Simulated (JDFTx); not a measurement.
# Cd2S (P3m1) in JDFTx: reference runs

Aim: a first look at Cd2S with PBEsol, on the cell as given.

Everything below comes from runs of JDFTx 1.7.0 (patched build). Logs are shortened: lines on timing, memory, paths and dates and some standing lists are left out, and cuts for length are marked. The log counts tension as positive stress, the text compression.

## Step 1: The crystal as given

The structure is trigonal, space group P3m1 (No. 156). The conventional cell has a = 3.963 Å, b = 3.963 Å, c = 5.809 Å, α = 90.00°, β = 90.00°, γ = 120.00°. Around Cd (site symmetry 3m) lie 1 S at 2.52 Å. Cd (site symmetry 3m) has 3 S at 2.60 Å as nearest neighbours. S (site symmetry 3m) is surrounded by 4 Cd at 2.52 to 2.60 Å.

The cell comes from a database or a generator and needn't be the stable form of this composition.

## Step 2: Single point, PBEsol

The input, Cd2S.in:

```
lattice \
    7.4883611149    -3.7441805574     0.0000000000 \
    0.0000000000     6.4851109583     0.0000000000 \
    0.0000000000     0.0000000000    10.9777818854
coords-type Lattice
ion Cd     0.3333333333     0.6666666667     0.9327170000 1
ion Cd     0.6666666667     0.3333333333     0.5787350000 1
ion S      0.3333333333     0.6666666667     0.3657050000 1

ion-species pseudo/Cd.upf
ion-species pseudo/S.upf
elec-cutoff 51 408
elec-ex-corr gga-PBEsol
kpoint-folding 8 8 5
elec-smearing Fermi 0.0018374661
elec-n-bands 31
electronic-SCF nIterations 100 energyDiffThreshold 1e-09
electronic-minimize nIterations 30 energyDiffThreshold 1e-7
converge-empty-states yes
forces-output-coords Cartesian

dump-name run.$VAR
dump End Ecomponents EigStats BandEigs Kpoints Forces Stress
```

Potentials or basis: PseudoDojo-SR-PBEsol-0.4.1-standard with smoothed tails.

The run is started by

```bash
> jdftx -c 1 -i Cd2S.in -o Cd2S.out
```

Output:

```text
*************** JDFTx 1.7.0 (patched build) ***************

Input parsed successfully to the following command list (including defaults):
[... the input with its defaults ...]

---------- Setting up symmetries ----------

Found 24 point-group symmetries of the bravais lattice
Found 6 space-group symmetries with basis
Applied RMS atom displacement 4.07615e-10 bohrs to make symmetries exact.

---------- Initializing the Grid ----------
R =
[      7.48836     -3.74418            0  ]
[            0      6.48511            0  ]
[            0            0      10.9778  ]
unit cell volume = 533.112
G =
[    0.83906   0.484432         -0  ]
[          0   0.968863          0  ]
[          0         -0   0.572355  ]
Minimum fftbox size, Smin = [  72  72  100  ]
Chosen fftbox size, S = [  72  72  100  ]

---------- Initializing tighter grid for wavefunction operations ----------
R =
[      7.48836     -3.74418            0  ]
[            0      6.48511            0  ]
[            0            0      10.9778  ]
unit cell volume = 533.112
G =
[    0.83906   0.484432         -0  ]
[          0   0.968863          0  ]
[          0         -0   0.572355  ]
Minimum fftbox size, Smin = [  52  52  72  ]
Chosen fftbox size, S = [  54  54  72  ]

---------- Exchange Correlation functional ----------
Initalized PBEsol GGA exchange.
Initalized PBEsol GGA correlation.

---------- Setting up pseudopotentials ----------
Width of ionic core gaussian charges (only for fluid interactions / plotting) set to 0

Reading pseudopotential file 'pseudo/Cd.upf':
  'Cd' pseudopotential, 'PBESOL' functional
  Generated using ONCVPSP code by D. R. Hamann
  20 valence electrons, 4 orbitals, 6 projectors, 1001 radial grid points, with lMax = 2
    4S    l: 0   occupation:  2.0   eigenvalue: -3.888393
    4P    l: 1   occupation:  6.0   eigenvalue: -2.458287
    4D    l: 2   occupation: 10.0   eigenvalue: -0.431057
    5S    l: 0   occupation:  2.0   eigenvalue: -0.209481
  Core radius for overlap checks: 1.32 bohrs.

Reading pseudopotential file 'pseudo/S.upf':
  'S' pseudopotential, 'PBESOL' functional
  Generated using ONCVPSP code by D. R. Hamann
  6 valence electrons, 2 orbitals, 6 projectors, 1001 radial grid points, with lMax = 2
    3S    l: 0   occupation:  2.0   eigenvalue: -0.631879
    3P    l: 1   occupation:  4.0   eigenvalue: -0.256451
  Core radius for overlap checks: 1.58 bohrs.

Initialized 2 species with 3 total atoms.

Folded 1 k-points by 8x8x5 to 320 k-points.

---------- Setting up k-points, bands, fillings ----------
Adding inversion symmetry to k-mesh for non-inversion-symmetric unit cell.
Reduced to 40 k-points under symmetry.
Computing the number of bands and number of electrons
Calculating initial fillings.
nElectrons:  46.000000   nBands: 31   nStates: 40

----- Setting up reduced wavefunction bases (one per k-point) -----
average nbasis = 9274.022 , ideal nbasis = 9274.020

---------- Setting up ewald sum ----------
Optimum gaussian width for ewald sums = 2.693577 bohr.
Real space sum over 1089 unit cells with max indices [  5  5  4  ]
Reciprocal space sum over 2873 terms with max indices [  6  6  8  ]

---------- Allocating electronic variables ----------
Initializing wave functions:  linear combination of atomic orbitals
Note: number of bands (31) exceeds available atomic orbitals (24)
Cd pseudo-atom occupations:   s ( 2 2 )  p ( 6 )  d ( 10 )
S pseudo-atom occupations:   s ( 2 )  p ( 4 )
	FillingsUpdate:  mu: +0.438975193  nElectrons: 46.000000
LCAOMinimize: Iter:   0  F: -345.9437067613960721  |grad|_K:  2.835e-03  alpha:  1.000e+00
	FillingsUpdate:  mu: +0.383160418  nElectrons: 46.000000
LCAOMinimize: Iter:   1  F: -346.0165893884534967  |grad|_K:  1.246e-03  alpha:  2.949e-01  linmin: -2.880e-01  cgtest:  8.512e-01
LCAOMinimize: Encountered beta<0, resetting CG.
[... 12 lines of inner loops ...]
LCAOMinimize: Iter:   6  F: -346.0299063773550188  |grad|_K:  7.026e-07  alpha:  5.779e-01  linmin: -4.561e-06  cgtest: -6.384e-03
	FillingsUpdate:  mu: +0.365594439  nElectrons: 46.000000
LCAOMinimize: Iter:   7  F: -346.0299063824980408  |grad|_K:  1.878e-07  alpha:  5.422e-01  linmin:  2.061e-04  cgtest: -8.513e-04
LCAOMinimize: Converged (|Delta F|<1.000000e-06 for 2 iters).

-------- Electronic minimization -----------
Will mix electronic density at each iteration.
	FillingsUpdate:  mu: +0.365594439  nElectrons: 46.000000
	FillingsUpdate:  mu: +0.313900727  nElectrons: 46.000000
SCF: Cycle:  0   F: -346.079116583600751   dF: -4.921e-02   |Residual|: 1.552e-01   |deigs|: 1.260e-01
	FillingsUpdate:  mu: +0.296148817  nElectrons: 46.000000
SCF: Cycle:  1   F: -346.183584541101823   dF: -1.045e-01   |Residual|: 2.942e-02   |deigs|: 1.667e-02
	FillingsUpdate:  mu: +0.296712696  nElectrons: 46.000000
SCF: Cycle:  2   F: -346.185102199152936   dF: -1.518e-03   |Residual|: 1.565e-02   |deigs|: 2.160e-03
	FillingsUpdate:  mu: +0.297626875  nElectrons: 46.000000
SCF: Cycle:  3   F: -346.185401935299694   dF: -2.997e-04   |Residual|: 5.092e-03   |deigs|: 5.983e-04
	FillingsUpdate:  mu: +0.298119924  nElectrons: 46.000000
SCF: Cycle:  4   F: -346.185431138590332   dF: -2.920e-05   |Residual|: 1.883e-03   |deigs|: 6.693e-04
	FillingsUpdate:  mu: +0.298353337  nElectrons: 46.000000
SCF: Cycle:  5   F: -346.185437435562051   dF: -6.297e-06   |Residual|: 6.801e-04   |deigs|: 1.989e-04
	FillingsUpdate:  mu: +0.298454510  nElectrons: 46.000000
SCF: Cycle:  6   F: -346.185439384994936   dF: -1.949e-06   |Residual|: 2.059e-04   |deigs|: 9.844e-05
	FillingsUpdate:  mu: +0.298475691  nElectrons: 46.000000
SCF: Cycle:  7   F: -346.185440223215949   dF: -8.382e-07   |Residual|: 6.353e-05   |deigs|: 3.539e-05
[... 5 lines left out ...]
SCF: Cycle: 10   F: -346.185440873521657   dF: -6.839e-08   |Residual|: 9.341e-06   |deigs|: 1.306e-05
	FillingsUpdate:  mu: +0.298467762  nElectrons: 46.000000
SCF: Cycle: 11   F: -346.185440910888644   dF: -3.737e-08   |Residual|: 4.841e-06   |deigs|: 8.971e-06
	FillingsUpdate:  mu: +0.298467136  nElectrons: 46.000000
SCF: Cycle: 12   F: -346.185440928181663   dF: -1.729e-08   |Residual|: 3.453e-06   |deigs|: 7.717e-06
	FillingsUpdate:  mu: +0.298467261  nElectrons: 46.000000
SCF: Cycle: 13   F: -346.185440938871579   dF: -1.069e-08   |Residual|: 2.888e-06   |deigs|: 9.361e-06
	FillingsUpdate:  mu: +0.298467012  nElectrons: 46.000000
SCF: Cycle: 14   F: -346.185440942435264   dF: -3.564e-09   |Residual|: 1.538e-06   |deigs|: 6.399e-06
	FillingsUpdate:  mu: +0.298467119  nElectrons: 46.000000
SCF: Cycle: 15   F: -346.185440944584059   dF: -2.149e-09   |Residual|: 1.773e-06   |deigs|: 5.481e-06
	FillingsUpdate:  mu: +0.298466933  nElectrons: 46.000000
SCF: Cycle: 16   F: -346.185440945395669   dF: -8.116e-10   |Residual|: 1.609e-06   |deigs|: 5.337e-06
	FillingsUpdate:  mu: +0.298467057  nElectrons: 46.000000
SCF: Cycle: 17   F: -346.185440945865651   dF: -4.700e-10   |Residual|: 1.625e-06   |deigs|: 6.332e-06
SCF: Converged (|Delta E|<1.000000e-09 for 2 iters).

Setting wave functions to eigenvectors of Hamiltonian
Converging empty states (this may take a while): |deigs|: 4.184e-05

# Stress tensor in Cartesian coordinates [Eh/a0^3]:
[  9.28606e-05            0            0  ]
[            0  9.28606e-05            0  ]
[            0            0  0.000120253  ]

# Ionic positions in lattice coordinates:
ion Cd   0.333333333322222   0.666666666677778   0.932717000000000 1
ion Cd   0.666666666655556   0.333333333344444   0.578735000000000 1
ion S   0.333333333322222   0.666666666677778   0.365705000000000 1

# Forces in Cartesian coordinates:
force Cd   0.000000000000000   0.000000000000000   0.000649155994857 1
force Cd   0.000000000000000   0.000000000000000  -0.002921916239669 1
force S   0.000000000000000  -0.000000000000000   0.002260740765714 1

# Energy components:
   Eewald =     -191.7115772331841299
       EH =      126.7805201862290687
     Eloc =     -381.4183999365538398
      Enl =        9.6123423680801956
      Exc =      -51.1954621092910500
 Exc_core =       15.2653104981416377
       KE =      126.4818882531393740
-------------------------------------
     Etot =     -346.1853779734387899
       TS =        0.0000629724268456
-------------------------------------
        F =     -346.1854409458656505

IonicMinimize: Iter:   0  F: -346.185440945865651  |grad|_K:  1.250e-03
IonicMinimize: None of the convergence criteria satisfied after 0 iterations.

#--- Lowdin population analysis ---
# oxidation-state Cd +0.710 +0.932
# oxidation-state S -1.076

Dumping 'run.eigStats' ...
	eMin: -3.458376 at state 0 ( [ +0.000000 +0.000000 +0.000000 ] spin 0 )
	HOMO: +0.293611 at state 38 ( [ +0.250000 +0.375000 +0.200000 ] spin 0 )
	mu  : +0.298467
	LUMO: +0.301881 at state 19 ( [ +0.000000 +0.500000 +0.200000 ] spin 0 )
	eMax: +0.724198 at state 34 ( [ +0.250000 +0.250000 +0.000000 ] spin 0 )
	HOMO-LUMO gap: +0.008270
	Optical gap  : +0.020635 at state 38 ( [ +0.250000 +0.375000 +0.200000 ] spin 0 )
Done!
[note: the Lowdin charges miss the electrons that lie outside the files' atomic orbitals]
```

Wall time 3.9 min (1 thread of AMD EPYC 9R45 (Zen 5), shared host); peak memory 0.58 GiB.

What came out:

* Free energy: -9420.1857 eV
* Pressure: -3.0 GPa
* Largest force: 0.150 eV/Å
* Band gap on the k mesh: 0.23 eV, indirect (least direct gap 0.56 eV)

Forces in eV/Å, atoms in the order of the input:
```
Cd   0.000  0.000  0.033
Cd   0.000  0.000 -0.150
S    0.000  0.000  0.116
```

Stress tensor (GPa, compression positive):
```
-2.73  0.00  0.00
 0.00 -2.73  0.00
 0.00  0.00 -3.54
```

Caveat: an odd mesh through Γ misses points on the zone boundary, where band edges often lie.
